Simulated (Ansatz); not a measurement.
# Ag (Ag, simple cubic): the cost of one run

Method: DFT r2SCAN, plane waves (500 eV) with PAW, scalar-relativistic; PAW files made under PBE, frozen cores solved again for the functional, in Ansatz 0.2.0.

### 1 The system as given

Symmetry: Pm-3m, No. 221, cubic system. The conventional cell has a = 2.641 Å, b = 2.641 Å, c = 2.641 Å, α = 90.00°, β = 90.00°, γ = 90.00°. Around Ag (site symmetry m-3m) lie 6 Ag at 2.64 Å.

As a file:

```cif
data_structure
_symmetry_space_group_name_H-M 'P 1'
_symmetry_Int_Tables_number 1
_cell_length_a 2.6410
_cell_length_b 2.6410
_cell_length_c 2.6410
_cell_angle_alpha 90.000
_cell_angle_beta 90.000
_cell_angle_gamma 90.000
_cell_volume 18.42
loop_
_atom_site_label
_atom_site_type_symbol
_atom_site_fract_x
_atom_site_fract_y
_atom_site_fract_z
_atom_site_occupancy
Ag1 Ag 0.00000 0.00000 0.00000 1
```

### 2 Relaxing cell and atoms

File input.yaml:

```yaml
crystal:
  lattice:
    - [2.6410353091, 0.0, 0.0]
    - [0.0, 2.6410353091, 0.0]
    - [0.0, 0.0, 2.6410353091]
  atoms:
    - { symbol: Ag, position: [0.0, 0.0, 0.0] }
hamiltonian:
  xc: r2scan
  pseudopotentials:
    kind: paw
    azcp:
      Ag: "pseudopotentials/Ag.paw.azcp"
basis:
  ecutwfc: 500
  fft_grid_basis: typed
kpoints:
  mp_grid: { grid: [12, 12, 12], shift: [0, 0, 0] }
magnetization:
  spin_polarized: false
scf:
  occupations: { method: fermi_dirac, width: 0.1 }
relax:
  max_steps: 60
  f_tol: 0.01
  cell: {}
```

Launch:

```sh
$ ansatz run input.yaml --threads 1 --pin off --max-ram 3584MiB --backend cpu --events-out ev --progress --plain --runs-dir out
```

What time and memory should one allow on 1 thread of Intel Xeon Platinum 8259CL at 2.50GHz (Skylake/Cascade Lake), shared host?

About 18 s, with a peak of 0.51 GiB.
